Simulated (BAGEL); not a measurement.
# One shape, several levels: singlet CH5Ge+

Wanted: a comparison of 5 runs (HF/STO-3G, HF/3-21G, HF/6-31G*, B3LYP/6-31G*, RI-MP2/def2-TZVP) of singlet CH5Ge+. 

Program for the calculation: BAGEL 1.2.2.

5 further runs of the same task are left out: 3 that didn't finish, 2 set aside as unsound or not needed. Runs told in other sessions of the task aren't counted.

### 1 Starting point

The species is CH5Ge+ (7 atoms), meant as a singlet with charge +1. As SMILES of the parent species, `[CH3][GeH2]`. The coordinates come from a PBE0-D4/def2-TZVP relaxation. That shape belongs to the parent species and isn't relaxed for this state.

Bond lengths: C1–Ge2 1.960 Å, C1–H3 1.090 Å, C1–H4 1.090 Å, C1–H5 1.093 Å, Ge2–H6 1.546 Å, Ge2–H7 1.546 Å. Angles: C1–Ge2–H6 111.3°, C1–Ge2–H7 111.3°, Ge2–C1–H3 110.3°, Ge2–C1–H4 110.3°, Ge2–C1–H5 109.7°, H6–Ge2–H7 109.5°, H3–C1–H4 109.0°, H3–C1–H5 108.8°, H4–C1–H5 108.8°.

### 2 The energy at HF/STO-3G (density fitting with qzvpp-jkfit) (run 1)

The input, job.json:

```json
{ "bagel" : [

{
  "title" : "molecule",
  "basis" : "sto-3g",
  "df_basis" : "qzvpp-jkfit",
  "angstrom" : "true",
  "geometry" : [
    { "atom" : "C", "xyz" : [   -0.247600,   -0.809300,   -0.206400 ] },
    { "atom" : "Ge", "xyz" : [    0.396000,    0.824800,    0.663000 ] },
    { "atom" : "H", "xyz" : [   -1.153200,   -1.166400,    0.283800 ] },
    { "atom" : "H", "xyz" : [    0.513100,   -1.588100,   -0.157000 ] },
    { "atom" : "H", "xyz" : [   -0.473200,   -0.603400,   -1.255600 ] },
    { "atom" : "H", "xyz" : [   -0.673100,    1.940800,    0.621200 ] },
    { "atom" : "H", "xyz" : [    1.699200,    1.333700,    0.005300 ] }
  ]
},
{ "title" : "hf", "charge" : 1 },
{ "title" : "print", "file" : "orbitals.molden", "orbitals" : "true" }

]}
```

Command:

```bash
$ BAGEL_NUM_THREADS=1 BAGEL job.json > job.out
```

The program printed:

```text
* using 1 threads per process

  ===============================================================
  ===============================================================

  *** Geometry ***

  { "atom" : "C", "xyz" : [     -0.467896,     -1.529355,     -0.390039 ] },
  { "atom" : "Ge", "xyz" : [      0.748332,      1.558646,      1.252888 ] },
  { "atom" : "H", "xyz" : [     -2.179232,     -2.204177,      0.536304 ] },
  { "atom" : "H", "xyz" : [      0.969618,     -3.001074,     -0.296687 ] },
  { "atom" : "H", "xyz" : [     -0.894218,     -1.140261,     -2.372740 ] },
  { "atom" : "H", "xyz" : [     -1.271975,      3.667580,      1.173898 ] },
  { "atom" : "H", "xyz" : [      3.211023,      2.520328,      0.010016 ] },

  Number of auxiliary basis functions:      431

  Since a DF basis is specified, we compute 2- and 3-index integrals:
    o Being stored without compression. Storage requirement is 0.003 GB

  Number of basis functions:       28
  Number of electrons      :       43

    * METHOD: MOLECULE                             0.07

  *** RHF ***

  === Nuclear Repulsion ===
   106.6530443858

      * DIIS with orbital gradients will be used.

  === RHF iteration (sto-3g) ===
      0      -2091.79400720          0.00801564           0.01
      1      -2091.81886379          0.00175668           0.01
      2      -2091.82018529          0.00049493           0.01
      3      -2091.82028466          0.00011037           0.01
      4      -2091.82028955          0.00003125           0.01
      5      -2091.82029001          0.00000708           0.01
      6      -2091.82029004          0.00000189           0.01
      7      -2091.82029004          0.00000065           0.01
      8      -2091.82029004          0.00000015           0.01
      9      -2091.82029004          0.00000004           0.01
     10      -2091.82029004          0.00000002           0.01
     11      -2091.82029004          0.00000000           0.01
    * SCF iteration converged.

    * Permanent dipole moment:
           (   -0.193888,    -0.166528,    -0.584179) a.u.

    * METHOD: HF                                   0.14

    * METHOD: PRINT                                0.00

  ===============================================================
```

It took 0.4 s on 1 thread of AMD EPYC 9R45 (Zen 5), shared host.

### 3 A single-point energy at HF/3-21G (density fitting with qzvpp-jkfit) (run 2)

The input, input.json:

```json
{ "bagel" : [

{
  "title" : "molecule",
  "basis" : "3-21g",
  "df_basis" : "qzvpp-jkfit",
  "angstrom" : "true",
  "geometry" : [
    { "atom" : "C", "xyz" : [   -0.247600,   -0.809300,   -0.206400 ] },
    { "atom" : "Ge", "xyz" : [    0.396000,    0.824800,    0.663000 ] },
    { "atom" : "H", "xyz" : [   -1.153200,   -1.166400,    0.283800 ] },
    { "atom" : "H", "xyz" : [    0.513100,   -1.588100,   -0.157000 ] },
    { "atom" : "H", "xyz" : [   -0.473200,   -0.603400,   -1.255600 ] },
    { "atom" : "H", "xyz" : [   -0.673100,    1.940800,    0.621200 ] },
    { "atom" : "H", "xyz" : [    1.699200,    1.333700,    0.005300 ] }
  ]
},
{ "title" : "hf", "charge" : 1 },
{ "title" : "print", "file" : "orbitals.molden", "orbitals" : "true" }

]}
```

Command:

```bash
$ BAGEL_NUM_THREADS=1 BAGEL input.json > input.out
```

The program printed:

```text
* using 1 threads per process

  ===============================================================
  ===============================================================

  *** Geometry ***

  { "atom" : "C", "xyz" : [     -0.467896,     -1.529355,     -0.390039 ] },
  { "atom" : "Ge", "xyz" : [      0.748332,      1.558646,      1.252888 ] },
  { "atom" : "H", "xyz" : [     -2.179232,     -2.204177,      0.536304 ] },
  { "atom" : "H", "xyz" : [      0.969618,     -3.001074,     -0.296687 ] },
  { "atom" : "H", "xyz" : [     -0.894218,     -1.140261,     -2.372740 ] },
  { "atom" : "H", "xyz" : [     -1.271975,      3.667580,      1.173898 ] },
  { "atom" : "H", "xyz" : [      3.211023,      2.520328,      0.010016 ] },

  Number of auxiliary basis functions:      431

  Since a DF basis is specified, we compute 2- and 3-index integrals:
    o Being stored without compression. Storage requirement is 0.006 GB

  Number of basis functions:       41
  Number of electrons      :       43

    * METHOD: MOLECULE                             0.08

  *** RHF ***

  === Nuclear Repulsion ===
   106.6530443858

      * DIIS with orbital gradients will be used.

  === RHF iteration (3-21g) ===
      0      -2105.51265349          0.01629770           0.01
      1      -2105.56922820          0.00582905           0.01
      2      -2105.57449561          0.00163203           0.01
      3      -2105.57510246          0.00033821           0.01
      4      -2105.57514769          0.00013728           0.01
      5      -2105.57515738          0.00003161           0.01
      6      -2105.57515794          0.00001122           0.01
      7      -2105.57515801          0.00000275           0.01
      8      -2105.57515802          0.00000052           0.01
      9      -2105.57515802          0.00000022           0.01
     10      -2105.57515802          0.00000004           0.01
     11      -2105.57515802          0.00000001           0.01
     12      -2105.57515802          0.00000000           0.01
    * SCF iteration converged.

    * Permanent dipole moment:
           (   -0.131965,     0.013404,    -0.522977) a.u.

    * METHOD: HF                                   0.21

    * METHOD: PRINT                                0.00

  ===============================================================
```

It took 0.48 s on 1 thread of AMD EPYC 9R45 (Zen 5), shared host.

Runs 3 to 4 aren't shown in full; the table further down has their settings and results.

### 4 A single-point energy at RI-MP2/def2-TZVP (density fitting with qzvpp-jkfit) (run 5)

The input, mp2.json:

```json
{ "bagel" : [

{
  "title" : "molecule",
  "basis" : "def2-tzvp.json",
  "df_basis" : "qzvpp-jkfit",
  "angstrom" : "true",
  "geometry" : [
    { "atom" : "C", "xyz" : [   -0.247600,   -0.809300,   -0.206400 ] },
    { "atom" : "Ge", "xyz" : [    0.396000,    0.824800,    0.663000 ] },
    { "atom" : "H", "xyz" : [   -1.153200,   -1.166400,    0.283800 ] },
    { "atom" : "H", "xyz" : [    0.513100,   -1.588100,   -0.157000 ] },
    { "atom" : "H", "xyz" : [   -0.473200,   -0.603400,   -1.255600 ] },
    { "atom" : "H", "xyz" : [   -0.673100,    1.940800,    0.621200 ] },
    { "atom" : "H", "xyz" : [    1.699200,    1.333700,    0.005300 ] }
  ]
},
{
  "title" : "hf",
  "charge" : 1
},
{
  "title" : "mp2",
  "charge" : 1,
  "ncore" : 10
}

]}
```

The basis set def2-TZVP is read from a file made from the Basis Set Exchange's data (not shown).

Command:

```bash
$ BAGEL_NUM_THREADS=1 BAGEL mp2.json > mp2.out
```

The program printed:

```text
* using 1 threads per process

  ===============================================================
  ===============================================================

  *** Geometry ***

  { "atom" : "C", "xyz" : [     -0.467896,     -1.529355,     -0.390039 ] },
  { "atom" : "Ge", "xyz" : [      0.748332,      1.558646,      1.252888 ] },
  { "atom" : "H", "xyz" : [     -2.179232,     -2.204177,      0.536304 ] },
  { "atom" : "H", "xyz" : [      0.969618,     -3.001074,     -0.296687 ] },
  { "atom" : "H", "xyz" : [     -0.894218,     -1.140261,     -2.372740 ] },
  { "atom" : "H", "xyz" : [     -1.271975,      3.667580,      1.173898 ] },
  { "atom" : "H", "xyz" : [      3.211023,      2.520328,      0.010016 ] },

  Number of auxiliary basis functions:      431

  Since a DF basis is specified, we compute 2- and 3-index integrals:
    o Being stored without compression. Storage requirement is 0.041 GB

  Number of basis functions:      109
  Number of electrons      :       43

    * METHOD: MOLECULE                             0.15

  *** RHF ***

  === Nuclear Repulsion ===
   106.6530443858

      * DIIS with orbital gradients will be used.

  === RHF iteration (def2-tzvp.json) ===
      0      -2115.70154521          0.01673944           0.05
      1      -2115.81415729          0.00814904           0.04
      2      -2115.83854234          0.00155598           0.04
      3      -2115.84025896          0.00050636           0.04
      4      -2115.84042760          0.00019781           0.04
      5      -2115.84046548          0.00007726           0.04
      6      -2115.84047483          0.00003002           0.04
      7      -2115.84047648          0.00000861           0.04
      8      -2115.84047665          0.00000286           0.04
      9      -2115.84047667          0.00000084           0.04
     10      -2115.84047667          0.00000031           0.04
     11      -2115.84047667          0.00000010           0.04
     12      -2115.84047667          0.00000003           0.04
     13      -2115.84047667          0.00000001           0.04
    * SCF iteration converged.

    * Permanent dipole moment:
           (   -0.081650,     0.066552,    -0.380884) a.u.

    * METHOD: HF                                   0.77

  *** RHF ***

  === Nuclear Repulsion ===
   106.6530443858

      * DIIS with orbital gradients will be used.

  === RHF iteration (def2-tzvp.json) ===
      0      -2115.84047667          0.00000000           0.04
    * SCF iteration converged.

    * Permanent dipole moment:
           (   -0.081650,     0.066553,    -0.380884) a.u.

  === DF-MP2 calculation ===

    * freezing 10 orbitals
    * 3-index integral transformation done
    * assembly done

      MP2 correlation energy:   -0.3986598397      0.03

      MP2 total energy:       -2116.2391365062

    * METHOD: MP2                                  0.12

  ===============================================================
```

It took 1.2 s on 1 thread of AMD EPYC 9R45 (Zen 5), shared host; peak memory 0.13 GiB.

### 5 All runs side by side

| run | level | frozen core orbitals | energy (Eh) | HOMO energy (eV) | LUMO energy (eV) | HOMO–LUMO gap (eV) | wall time |
| --- | --- | --- | --- | --- | --- | --- | --- |
| 1 | HF/STO-3G (density fitting with qzvpp-jkfit) | – | -2091.820290 | -17.46 | -5.09 | 12.37 | 0.4 s |
| 2 | HF/3-21G (density fitting with qzvpp-jkfit) | – | -2105.575158 | -18.23 | -7.00 | 11.23 | 0.48 s |
| 3 | HF/6-31G* (density fitting with qzvpp-jkfit, spherical functions) | – | -2115.529003 | -18.31 | -6.94 | 11.37 | 0.64 s |
| 4 | B3LYP/6-31G* (density fitting with qzvpp-jkfit, spherical functions) | – | -2117.531808 | -15.25 | -10.68 | 4.58 | 3.9 s |
| 5 | RI-MP2/def2-TZVP (density fitting with qzvpp-jkfit) | 10 | -2116.239137 | – | – | – | 1.2 s |

### 6 Summary of results

| quantity | value |
| --- | --- |
| run 5: total energy | -2116.23914 Eh |
| run 5: correlation energy (10 core orbitals frozen) | -398.7 mEh |

Over runs 1, 2, 3, 4 the HOMO–LUMO gap runs from 4.58 eV (B3LYP/6-31G*) to 12.37 eV (HF/STO-3G). The two ends differ in method and basis. In run 1 the basis is minimal, so the values are rough. All runs together took 6.7 s, the longest 3.9 s.
